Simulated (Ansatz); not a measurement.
# LuHf2O2: the cost of one run

Method: DFT PBE, scalar-relativistic, plane waves, PAW, in Ansatz 0.2.0.

**1. Starting point**

Symmetry: P6/mmm, No. 191, hexagonal system. The conventional cell has a = 4.659 Å, b = 4.659 Å, c = 4.959 Å, α = 90.00°, β = 90.00°, γ = 120.00°. Around Lu (site symmetry 6/mmm) lie 6 Hf at 2.69 Å. Around Hf (site symmetry -6m2) lie 2 O at 2.48 Å and 3 Hf at 2.69 Å and 3 Lu at 2.69 Å. O (site symmetry -6m2) is surrounded by 2 Hf at 2.48 Å.

Structure file:

```xyz
5
Lattice="4.6591 0.0000 0.0000 -2.3295 4.0349 0.0000 0.0000 0.0000 4.9591" Properties=species:S:1:pos:R:3 pbc="T T T"
Lu    0.0000    0.0000    2.4795
Hf    0.0000    2.6899    2.4795
Hf    2.3295    1.3450    2.4795
O     0.0000    2.6899    0.0000
O     2.3295    1.3450    0.0000
```

A structure generator made this guess: random cell by space group and Wyckoff sites (P6/mmm, No. 191). The dimensions are guesses.

**2. A first look at the guess**

Contents of input.yaml:

```yaml
crystal:
  lattice:
    - [4.65905583, 0.0, 0.0]
    - [-2.32952792, 4.03486071, 0.0]
    - [0.0, 0.0, 4.95908293]
  atoms:
    - { symbol: Lu, position: [0.0, 0.0, 0.5] }
    - { symbol: Hf, position: [0.33333333, 0.66666667, 0.5] }
    - { symbol: Hf, position: [0.66666667, 0.33333333, 0.5] }
    - { symbol: O, position: [0.33333333, 0.66666667, 0.0] }
    - { symbol: O, position: [0.66666667, 0.33333333, 0.0] }
basis:
  ecutwfc: 420
kpoints:
  mp_grid: { grid: [6, 6, 4] }
hamiltonian:
  xc: pbe
scf:
  occupations: { method: gaussian, width: 0.1 }
  lower_state_search: "off"
output:
  forces: true
  stress: true
  eigenvalues: true
```

Launch:

```
$ ansatz run input.yaml --threads 1 --pin off --max-ram 2560MiB --backend cpu --events-out ev --progress --plain --runs-dir out
```

**Question.** How long does this run take on 1 thread of Intel Xeon Platinum 8259CL at 2.50GHz (Skylake/Cascade Lake), shared host, and how much memory does it need?

About 8.1 s, with a peak of 0.48 GiB.
